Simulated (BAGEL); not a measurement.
# GeSiH6O (SMILES [OH][GeH2][SiH3]) at B3LYP/cc-pVDZ (density fitting with qzvpp-jkfit)

Aim: the energy change on altering one bond length of GeSiH6O at B3LYP/cc-pVDZ (density fitting with qzvpp-jkfit), from 2 runs. 

The calculation is run with BAGEL 1.2.2.

2 further runs of the same task are left out: 1 that didn't finish, 1 set aside as unsound or not needed. Runs told in other sessions of the task aren't counted.

## (1) The molecule

GeSiH6O has 9 atoms, charge 0, and is taken as a singlet. SMILES: `[OH][GeH2][SiH3]`. Geometry: relaxed at PBE0-D4/def2-TZVP. This is one conformer, not always the lowest.

Bond lengths: O1–Ge2 1.791 Å, Ge2–Si3 2.389 Å, O1–H4 0.960 Å, Ge2–H5 1.546 Å, Ge2–H6 1.536 Å, Si3–H7 1.488 Å, Si3–H8 1.488 Å, Si3–H9 1.486 Å. Some angles: O1–Ge2–Si3 109.9°, O1–Ge2–H5 109.2°, O1–Ge2–H6 103.6°, Si3–Ge2–H5 111.3°, Si3–Ge2–H6 113.0°, Ge2–O1–H4 112.4°, Ge2–Si3–H7 110.2°, Ge2–Si3–H8 109.3°, Ge2–Si3–H9 110.4°, H5–Ge2–H6 109.6°.

## (2) A single-point energy at B3LYP/cc-pVDZ (density fitting with qzvpp-jkfit)

input.json reads:

```json
{ "bagel": [

{
  "title": "molecule",
  "basis": "cc-pvdz.json",
  "df_basis": "qzvpp-jkfit",
  "angstrom": true,
  "geometry": [
    { "atom": "O", "xyz": [   -1.665400,    1.003200,   -0.854800 ] },
    { "atom": "Ge", "xyz": [    0.086300,    0.899600,   -0.495500 ] },
    { "atom": "Si", "xyz": [    0.525800,   -1.010700,    0.870400 ] },
    { "atom": "H", "xyz": [   -1.973400,    0.267900,   -1.389000 ] },
    { "atom": "H", "xyz": [    0.873700,    0.832100,   -1.824400 ] },
    { "atom": "H", "xyz": [    0.388100,    2.226700,    0.215900 ] },
    { "atom": "H", "xyz": [    1.986000,   -1.132800,    1.128400 ] },
    { "atom": "H", "xyz": [    0.060100,   -2.236200,    0.166300 ] },
    { "atom": "H", "xyz": [   -0.192800,   -0.896100,    2.165800 ] }
  ]
},
{
  "title": "ks",
  "xc_func": "b3lyp"
},
{
  "title": "print",
  "file": "orbitals.molden",
  "orbitals": true
}

]}
```

The basis set cc-pVDZ is read from a file made from the Basis Set Exchange's data (not shown).

Command:

```
BAGEL_NUM_THREADS=1 BAGEL input.json > input.out
```

What it wrote:

```text
* using 1 threads per process

  ===============================================================
  ===============================================================

  *** Geometry ***

  { "atom" : "O", "xyz" : [     -3.147150,      1.895773,     -1.615338 ] },
  { "atom" : "Ge", "xyz" : [      0.163083,      1.699998,     -0.936359 ] },
  { "atom" : "Si", "xyz" : [      0.993618,     -1.909946,      1.644818 ] },
  { "atom" : "H", "xyz" : [     -3.729186,      0.506258,     -2.624830 ] },
  { "atom" : "H", "xyz" : [      1.651054,      1.572441,     -3.447616 ] },
  { "atom" : "H", "xyz" : [      0.733403,      4.207853,      0.407992 ] },
  { "atom" : "H", "xyz" : [      3.752996,     -2.140682,      2.132367 ] },
  { "atom" : "H", "xyz" : [      0.113573,     -4.225806,      0.314261 ] },
  { "atom" : "H", "xyz" : [     -0.364339,     -1.693384,      4.092769 ] },

  Number of auxiliary basis functions:      579

  Since a DF basis is specified, we compute 2- and 3-index integrals:
    o Being stored without compression. Storage requirement is 0.037 GB

  Number of basis functions:       89
  Number of electrons      :       60

    * METHOD: MOLECULE                             0.30

  *** Kohn-Sham DFT ***

    * Removing 15147 points whose weight is below 1.00e-10
    * Grid points: 119007

  === Nuclear Repulsion ===
   271.6998212361

       - DIIS with orbital gradients will be used.

  === KS iteration (b3lyp / cc-pvdz.json) ===
      0      -2418.69968617          0.09981344           0.49
      1      -2298.26852489          0.19710900           0.48
      2      -2308.81218273          0.11501680           0.49
      3      -2393.49443937          0.07020604           0.55
      4      -2417.57367485          0.10705152           0.48
      5      -2429.74185335          0.07260222           0.49
      6      -2432.59297405          0.06789797           0.49
      7      -2442.35361206          0.04813249           0.49
      8      -2433.32200516          0.07153186           0.50
      9      -2407.96986582          0.14210853           0.50
     10      -2437.23860494          0.08883979           0.49
     11      -2445.14790687          0.01582899           0.50
     12      -2444.90081505          0.02689620           0.48
     13      -2445.24803451          0.01204250           0.47
     14      -2445.33862050          0.00619169           0.47
     15      -2445.36769932          0.00083667           0.48
     16      -2445.36820663          0.00011725           0.49
     17      -2445.36821968          0.00002841           0.51
     18      -2445.36822033          0.00000630           0.47
     19      -2445.36822036          0.00000226           0.48
     20      -2445.36822036          0.00000072           0.46
     21      -2445.36822036          0.00000029           0.48
     22      -2445.36822036          0.00000009           0.48
     23      -2445.36822036          0.00000002           0.48
     24      -2445.36822036          0.00000001           0.48
    * SCF iteration converged.

    * Permanent dipole moment:
           (   -0.248119,     0.452550,     0.170445) a.u.

    * METHOD: KS                                  12.88

    * METHOD: PRINT                                0.01

  ===============================================================
```

Wall time 14 s (1 thread of Intel Xeon 6975P-C (Granite Rapids), shared host); peak memory 0.54 GiB.

## (3) The distorted shape

calc.json reads:

```json
{ "bagel": [

{
  "title": "molecule",
  "basis": "cc-pvdz.json",
  "df_basis": "qzvpp-jkfit",
  "angstrom": true,
  "geometry": [
    { "atom": "O", "xyz": [   -1.295799,    1.885562,   -0.213759 ] },
    { "atom": "Ge", "xyz": [    0.455901,    1.781962,    0.145541 ] },
    { "atom": "Si", "xyz": [    0.895401,   -0.128338,    1.511441 ] },
    { "atom": "H", "xyz": [   -1.973400,    0.267900,   -1.389000 ] },
    { "atom": "H", "xyz": [    1.243301,    1.714462,   -1.183359 ] },
    { "atom": "H", "xyz": [    0.757701,    3.109062,    0.856941 ] },
    { "atom": "H", "xyz": [    2.355601,   -0.250438,    1.769441 ] },
    { "atom": "H", "xyz": [    0.429701,   -1.353838,    0.807341 ] },
    { "atom": "H", "xyz": [    0.176801,   -0.013738,    2.806841 ] }
  ]
},
{
  "title": "ks",
  "xc_func": "b3lyp"
},
{
  "title": "print",
  "file": "orbitals.molden",
  "orbitals": true
}

]}
```

The basis set cc-pVDZ is read from a file made from the Basis Set Exchange's data (not shown).

Command:

```
BAGEL_NUM_THREADS=1 BAGEL calc.json > calc.out
```

What it wrote:

```text
* using 1 threads per process

  ===============================================================
  ===============================================================

  *** Geometry ***

  { "atom" : "O", "xyz" : [     -2.448705,      3.563196,     -0.403946 ] },
  { "atom" : "Ge", "xyz" : [      0.861528,      3.367420,      0.275033 ] },
  { "atom" : "Si", "xyz" : [      1.692063,     -0.242524,      2.856210 ] },
  { "atom" : "H", "xyz" : [     -3.729186,      0.506258,     -2.624830 ] },
  { "atom" : "H", "xyz" : [      2.349498,      3.239864,     -2.236224 ] },
  { "atom" : "H", "xyz" : [      1.431847,      5.875276,      1.619384 ] },
  { "atom" : "H", "xyz" : [      4.451441,     -0.473259,      3.343759 ] },
  { "atom" : "H", "xyz" : [      0.812017,     -2.558383,      1.525653 ] },
  { "atom" : "H", "xyz" : [      0.334105,     -0.025961,      5.304161 ] },

  Number of auxiliary basis functions:      579

  Since a DF basis is specified, we compute 2- and 3-index integrals:
    o Being stored without compression. Storage requirement is 0.037 GB

  Number of basis functions:       89
  Number of electrons      :       60

    * METHOD: MOLECULE                             0.31

  *** Kohn-Sham DFT ***

    * Removing 14228 points whose weight is below 1.00e-10
    * Grid points: 119926

  === Nuclear Repulsion ===
   266.9040959967

       - DIIS with orbital gradients will be used.

  === KS iteration (b3lyp / cc-pvdz.json) ===
      0      -2418.77255163          0.09358043           0.49
      1      -2307.73787133          0.17398723           0.47
      2      -2309.47908699          0.09789967           0.48
      3      -2363.58738475          0.08196794           0.48
      4      -2428.98343721          0.07300914           0.48
      5      -2440.32286788          0.05295443           0.47
      6      -2444.49972912          0.02183605           0.48
      7      -2442.31137602          0.04593140           0.47
      8      -2442.44162447          0.04396492           0.47
      9      -2443.86639201          0.03172070           0.48
     10      -2444.96428343          0.01452739           0.52
     11      -2445.16457291          0.00372797           0.48
     12      -2445.15437859          0.00550885           0.57
     13      -2445.17041805          0.00323240           0.48
     14      -2445.17588029          0.00163644           0.49
     15      -2445.17746385          0.00081412           0.49
     16      -2445.17795725          0.00004452           0.48
     17      -2445.17795912          0.00000983           0.49
     18      -2445.17795926          0.00000262           0.56
     19      -2445.17795928          0.00000123           0.56
     20      -2445.17795928          0.00000091           0.48
     21      -2445.17795929          0.00000148           0.48
     22      -2445.17795929          0.00000097           0.48
     23      -2445.17795929          0.00000016           0.48
     24      -2445.17795929          0.00000008           0.50
     25      -2445.17795929          0.00000003           0.55
     26      -2445.17795929          0.00000001           0.49
     27      -2445.17795929          0.00000001           0.54
     28      -2445.17795929          0.00000001           0.48
     29      -2445.17795929          0.00000000           0.48
    * SCF iteration converged.

    * Permanent dipole moment:
           (   -0.364089,     0.411174,     0.110238) a.u.

    * METHOD: KS                                  15.56

    * METHOD: PRINT                                0.01

  ===============================================================
```

It took 16 s on 1 thread of Intel Xeon 6975P-C (Granite Rapids), shared host; peak memory 0.54 GiB.

## (4) Results

Level: B3LYP/cc-pVDZ (density fitting with qzvpp-jkfit).

| quantity | value |
| --- | --- |
| first shape: total energy | -2445.36822 Eh |
| first shape: dipole moment | 1.38 D |
| first shape: HOMO energy | -7.35 eV |
| first shape: LUMO energy | -0.29 eV |
| first shape: HOMO–LUMO gap | 7.06 eV |
| distorted shape: total energy | -2445.17796 Eh |
| distorted shape: dipole moment | 1.42 D |
| distorted shape: HOMO energy | -7.26 eV |
| distorted shape: LUMO energy | -5.02 eV |
| distorted shape: HOMO–LUMO gap | 2.24 eV |
| energy change with the O1–H4 bond stretched from 0.960 to 2.111 Å | 5.177 eV |

What this shows: One bond (distorted shape) is far stretched, which a spin-restricted single reference describes badly; a broken-symmetry solution may lie lower. With the O1–H4 bond stretched from 0.960 to 2.111 Å the energy rises by 5.18 eV (500 kJ/mol). The first shape isn't relaxed at this level, so the change isn't measured from a minimum. A restricted reference can't describe the breaking bond well at this length.
